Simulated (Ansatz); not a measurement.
# CH₆AlNO₂: up Jacob's ladder to CCSD(T)

How much do the methods differ for CH₆AlNO₂? The plan is to run it at one geometry with functionals of several rungs and with coupled cluster. The yardstick is the atomisation energy at the CCSD(T) limit.

Computed with Ansatz 0.2.0, Gaussian basis. Level: functionals in def2-TZVPP, the program's frozen cores in correlated methods.

Plan: PBE-D4, r2SCAN-D4, PBE0-D4, B3LYP-D4, ωB97X-V, ωB97M-V, B2PLYP; CCSD(T)/def2-TZVPP; MP2/def2-QZVPP; extrapolation to the limit.

### Step 1. The geometry

The geometry comes from an earlier relaxation with PBE0-D4 in a triple-zeta def2 set; it is a stationary point, not always the lowest conformer.

SMILES `N[CH2][Al]([OH])[OH]`, 11 atoms, charge 0, spin multiplicity 1.

Atoms are counted from 1 here; the program's logs count them from 0.

Bond lengths: N1–C2 1.467 Å, N1–H6 1.012 Å, N1–H7 1.013 Å, C2–Al3 1.965 Å, C2–H8 1.101 Å, C2–H9 1.098 Å, Al3–O4 1.693 Å, Al3–O5 1.695 Å, O4–H10 0.954 Å, O5–H11 0.958 Å. Angles: C2–N1–H6 111.0°, C2–N1–H7 111.4°, H6–N1–H7 106.5°, N1–C2–Al3 109.7°, N1–C2–H8 114.8°, N1–C2–H9 108.0°, Al3–C2–H8 113.1°, Al3–C2–H9 105.5°, H8–C2–H9 105.1°, C2–Al3–O4 124.3°, C2–Al3–O5 119.5°, O4–Al3–O5 116.2°, Al3–O4–H10 123.9°, Al3–O5–H11 117.8°.

As a file:

```mol
CH6AlNO2
  3D, bonds by distance, orders not assigned

 11 10  0  0  0  0  0  0  0  0999 V2000
   -0.3709    1.5438    0.6572 N   0  0
   -0.8267    0.1803    0.3657 C   0  0
    0.5872   -0.8035   -0.5803 Al  0  0
    0.5415   -2.4651   -0.9039 O   0  0
    1.9585    0.0284   -1.1280 O   0  0
    0.3817    1.5373    1.3331 H   0  0
   -1.1134    2.1040    1.0587 H   0  0
   -1.2285   -0.3670    1.2327 H   0  0
   -1.6634    0.2464   -0.3429 H   0  0
   -0.1590   -3.0450   -0.6142 H   0  0
    1.9583    0.9834   -1.0577 H   0  0
  1  2  8  0
  2  3  8  0
  3  4  8  0
  3  5  8  0
  1  6  8  0
  1  7  8  0
  2  8  8  0
  2  9  8  0
  4 10  8  0
  5 11  8  0
M  END
```

### Step 2. PBE-D4 (GGA)

Contents of in.yaml:

```yaml
crystal:
  periodic: [false, false, false]
  atoms:
    - {symbol: N, position_ang: [-0.370850, 1.543775, 0.657156]}
    - {symbol: C, position_ang: [-0.826652, 0.180266, 0.365668]}
    - {symbol: Al, position_ang: [0.587217, -0.803543, -0.580257]}
    - {symbol: O, position_ang: [0.541531, -2.465120, -0.903876]}
    - {symbol: O, position_ang: [1.958538, 0.028364, -1.127988]}
    - {symbol: H, position_ang: [0.381714, 1.537293, 1.333082]}
    - {symbol: H, position_ang: [-1.113445, 2.104041, 1.058717]}
    - {symbol: H, position_ang: [-1.228505, -0.367034, 1.232740]}
    - {symbol: H, position_ang: [-1.663353, 0.246418, -0.342857]}
    - {symbol: H, position_ang: [-0.159014, -3.044988, -0.614248]}
    - {symbol: H, position_ang: [1.958318, 0.983428, -1.057739]}
basis:
  gaussian: {orbitals: def2-TZVPP}
hamiltonian: {xc: pbe, dispersion: d4}
output: {forces: true, orbitals: {seedname: orbitals}}
```

Command:

```sh
$ ansatz run in.yaml --threads 4 --pin off --events-out ev --progress --plain --max-ram 10444MiB
```

The runs that follow: r2SCAN-D4 (meta-GGA); PBE0-D4 (hybrid); B3LYP-D4 (hybrid); ωB97X-V (range-separated); ωB97M-V (range-separated); B2PLYP (double hybrid); CCSD(T) in def2-TZVPP; MP2 in def2-QZVPP.

Q: Predict the results of all the runs planned. Wanted: atomisation energy, CCSD(T)/CBS; farthest; mean size of error, hybrid; mean size of error, range-separated; gap, smallest and largest; T1 diagnostic; triples share of the correlation energy.

The runs gave:

```
                               quantity                                 value
        atomisation energy, CCSD(T)/CBS                             42.690 eV
    functionals within 0.213 eV (0.5 %)                      ωB97X-V, ωB97M-V
                               farthest                    B2PLYP (-0.620 eV)
             mean size of error, hybrid                              0.389 eV
    mean size of error, range-separated                              0.088 eV
              gap, smallest and largest  4.47 eV (PBE-D4), 11.09 eV (ωB97X-V)
                          T1 diagnostic                                0.0115
triples share of the correlation energy                                 3.5 %
```

**Reading.** PBE-D4 is off by +0.538 eV. Double hybrids carry the basis error of their MP2 part in triple zeta, and no dispersion term here, so their miss is partly the set-up's. The reference freezes the cores and leaves out relativity and excitations past (T), so misses under about 0.213 eV can't be ranked. Hartree-Fock recovers 69 % of the binding; the rest is correlation. The gap grows from 4.5 to 11.1 eV across the functionals, mostly with the share of exact exchange.
